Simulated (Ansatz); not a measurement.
# BClH4O2: the cost of one run

Program: Ansatz 0.2.0, Gaussian basis. Level of theory: PBE0-D4, def2-SVP first, then def2-TZVP. These are calculated values, not measurements.

153 further runs of the same task are left out: 1 that didn't finish, 152 set aside as unsound or not needed.

## (1) The starting structure

The guess: 8 atoms, charge 0, spin multiplicity 1.

Atoms are counted from 1 here; the program's logs count them from 0.

Bond lengths: B1–O3 1.340 Å, B1–O4 1.339 Å, O3–H7 0.955 Å, O4–H8 0.957 Å. Angles: O3–B1–O4 126.8°, B1–O3–H7 119.5°, B1–O4–H8 116.6°.

Coordinates:

```
atom     x (Å)     y (Å)     z (Å)
  B1  -0.08940  -0.17250  -0.16330
  H2   1.26720  -0.68920  -0.15830
  O3  -0.34030   0.68610  -1.16110
  O4  -0.84390  -1.21520   0.20640
  H5   1.31070  -0.10340   0.68270
 Cl6   0.34770   1.07650   1.62860
  H7   0.14040   1.50990  -1.20430
  H8  -1.79240  -1.09230   0.16930
```

Distances that are to change: B1–Cl6 2.23 Å, H2–H5 1.03 Å, B1–H2 1.45 Å, H5–Cl6 1.79 Å.

## (2) Relaxing the guess with the reacting distances held

File hold/in.yaml:

```yaml
crystal:
  periodic: [false, false, false]
  atoms:
    - {symbol: B, position_ang: [-0.089400, -0.172500, -0.163300]}
    - {symbol: H, position_ang: [1.267200, -0.689200, -0.158300]}
    - {symbol: O, position_ang: [-0.340300, 0.686100, -1.161100]}
    - {symbol: O, position_ang: [-0.843900, -1.215200, 0.206400]}
    - {symbol: H, position_ang: [1.310700, -0.103400, 0.682700]}
    - {symbol: Cl, position_ang: [0.347700, 1.076500, 1.628600]}
    - {symbol: H, position_ang: [0.140400, 1.509900, -1.204300]}
    - {symbol: H, position_ang: [-1.792400, -1.092300, 0.169300]}
basis:
  gaussian: {orbitals: def2-SVP}
hamiltonian: {xc: pbe0, dispersion: d4}
relax: {f_tol: 0.04, max_steps: 150, escape_saddle: false, constraints: [{distance: [0, 5]}, {distance: [1, 4]}, {distance: [0, 1]}, {distance: [4, 5]}]}
```

Run with:

```sh
ansatz run in.yaml --threads 2 --pin off --events-out ev --progress --plain --max-ram 4352MiB
```

**Question.** How long does this run take on 2 threads of Arm Neoverse V1, shared host?

About 13 s.
